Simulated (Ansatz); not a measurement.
# AlNi: the cost of one run

Computed with Ansatz 0.2.0 (DFT PBEsol, scalar-relativistic, plane waves, PAW, unless a step's input says otherwise).

1 further run of the same task is left out (set aside as unsound or not needed).

**1. The structure to begin with**

Symmetry: Pm-3m, No. 221, cubic system. The conventional cell has a = 2.862 Å, b = 2.862 Å, c = 2.862 Å, α = 90.00°, β = 90.00°, γ = 90.00°. Al (site symmetry m-3m) has 8 Ni at 2.48 Å as nearest neighbours. Ni (site symmetry m-3m) has 8 Al at 2.48 Å as nearest neighbours.

As a file:

```
Al Ni
1.0
     2.86217    0.00000    0.00000
     0.00000    2.86217    0.00000
     0.00000    0.00000    2.86217
Al Ni
1 1
Direct
  0.00000 0.00000 0.00000
  0.50000 0.50000 0.50000
```

It is the result of an earlier relaxation at this level (volume 11.72 Å³/atom; gap on the mesh: none (metal)).

**2. Electronic structure at the relaxed geometry**

File input.yaml:

```yaml
crystal:
  lattice:
    - [2.8621655516, 0.0, 0.0]
    - [0.0, 2.8621655516, 0.0]
    - [0.0, 0.0, 2.8621655516]
  atoms:
    - { symbol: Al, position: [0.0, 0.0, 0.0] }
    - { symbol: Ni, position: [0.5, 0.5, 0.5] }
basis:
  ecutwfc: 420
kpoints:
  mp_grid: { grid: [14, 14, 14] }
  band_path:
    path:
      - [[0.0, 0.0, 0.0], [0.0, 0.5, 0.0], [0.5, 0.5, 0.0], [0.0, 0.0, 0.0], [0.5, 0.5, 0.5], [0.0, 0.5, 0.0]]
      - [[0.5, 0.5, 0.5], [0.5, 0.5, 0.0]]
    npoints: 14
hamiltonian:
  xc: pbesol
scf:
  occupations: { method: gaussian, width: 0.1 }
  n_extra_bands: 6
output:
  forces: true
  stress: true
  eigenvalues: true
  populations: true
  dos: { projected: true, de: 0.02, nscf_kmesh: { grid: [21, 21, 21] } }
  bader: true
  write_density: true
  write_potential: true
  elf: true
  volumetric_format: npy
```

Started as:

```bash
ansatz run input.yaml --threads 1 --pin off --max-ram 2560MiB --backend cpu --events-out ev --progress --plain --runs-dir out
```

Q: Estimate wall time and peak memory on 1 thread of Intel Xeon Platinum 8259CL at 2.50GHz (Skylake/Cascade Lake), shared host.

About 27 s, with a peak of 0.39 GiB.
